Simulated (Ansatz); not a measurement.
Consider relaxations under a series of pressures of K, space group Cmcm (the Ansatz DFT code, driven from Python).

Contents of `POSCAR`:
```text
K
1.0
   2.43796235   -4.04761045    0.00000000
   2.43796235    4.04761045    0.00000000
   0.00000000    0.00000000    7.81179801
K
2
Direct
   0.82061302    0.17938698    0.25000000
   0.17938698    0.82061302    0.75000000
```

Script `k.py`:
```python
"""Volume and enthalpy of K against pressure."""

from dataclasses import dataclass

import ansatz as az
from ase.io import read
import numpy as np


@dataclass(frozen=True)
class Options:
    functional: str = "r2scan"
    kmesh: tuple[int, ...] = (7, 7, 4)


opts = Options()

def edges_and_angles(cell):
    cell = np.asarray(cell)
    a, b, c = np.linalg.norm(cell, axis=1)
    cosines = cell[1] @ cell[2] / (b * c), cell[0] @ cell[2] / (a * c), cell[0] @ cell[1] / (a * b)
    return (a, b, c, *np.degrees(np.arccos(cosines)))


def main() -> None:
    atoms = read("POSCAR", format="vasp")
    cell = az.Crystal.from_ase(atoms)

    calculation = cell.calculation()
    calculation = calculation.functional(opts.functional)
    calculation = calculation.kpoints(mesh=opts.kmesh)
    calculation = calculation.occupations(az.OccupationsMethod.METHFESSEL_PAXTON, width=100 * az.meV)

    # H = F + PV, with 1 GPa A^3 = 1/160.21766 eV
    rows = []
    for pressure in [0, 5, 10, 20]:
        out = calculation.relax(cell=True, pressure=pressure, force_tolerance=0.05, max_steps=60).run(threads=1)
        cell = out.lattice.cell_ang
        n_atoms = len(out.lattice.sites)
        volume = abs(np.linalg.det(cell)) / n_atoms
        enthalpy = out.report["free_energy_ev"] / n_atoms + pressure * volume / 160.21766
        rows.append((pressure, volume, enthalpy, *edges_and_angles(cell)))
        print(f"{pressure} GPa done: {volume:.4f} A^3/atom")

    print(" P (GPa)  V (A^3/atom)  H (eV/atom)     a       b       c")
    for row in rows:
        print("{:8.1f} {:12.4f} {:14.5f} {:7.4f} {:7.4f} {:7.4f}".format(*row[:6]))
    p, v = np.array([row[0] for row in rows], float), np.array([row[1] for row in rows])
    print("mean bulk modulus between rows (GPa):", np.round(-np.diff(p) / np.diff(np.log(v)), 1))


if __name__ == "__main__":
    main()
```

How far does the cell shrink over this series of pressures, and what bulk modulus does the first step imply?

The volume falls from 76.60 Å³ an atom at 0 GPa to 27.68 at 20 GPa, by 63.9 %. Between 0 and 5 GPa, -V dP/dV is about 9 GPa, a mean over that step.

The run itself:

Running `python k.py` prints:
```text
DeckWarning: basis.ecutwfc = 500 eV, auto-derived from the records' recommended cutoffs: set by K (their level for a meta-GGA)
0 GPa done: 76.6001 A^3/atom
5 GPa done: 44.5400 A^3/atom
10 GPa done: 35.9177 A^3/atom
20 GPa done: 27.6840 A^3/atom
 P (GPa)  V (A^3/atom)  H (eV/atom)     a       b       c
     0.0      76.6001    -1542.48160  4.7265  4.7265  7.8685
     5.0      44.5400    -1540.76245  3.9457  3.9457  6.5733
    10.0      35.9177    -1539.52021  3.6774  3.6774  6.0723
    20.0      27.6840    -1537.57207  3.3948  3.3948  5.5218
mean bulk modulus between rows (GPa): [ 9.2 23.2 38.4]
```
(Warnings from the package without file and line.)

What to keep in mind:
- Absolute energies stand on the zero of these potentials, so only differences at equal settings mean something.
- At a fixed pressure a relaxation lowers the enthalpy F + PV, while F alone can rise.
- For a metal this k-point mesh is coarse: on a finer one energies can move by several to tens of meV an atom and pressures by half a GPa or more, differences at one mesh by less.
- These metals are very soft, so angles and axial ratios aren't settled by this mesh and stress tolerance.
- This isn't the structure that K takes at ambient conditions.
- Symmetry holds the cell in this phase, whether or not it is the stable one at each pressure.
- Timing: 4.5 min on 1 thread of Intel(R) Xeon(R) Platinum 8375C CPU @ 2.90GHz (Ice Lake) (shared host), peak memory 0.94 GiB.
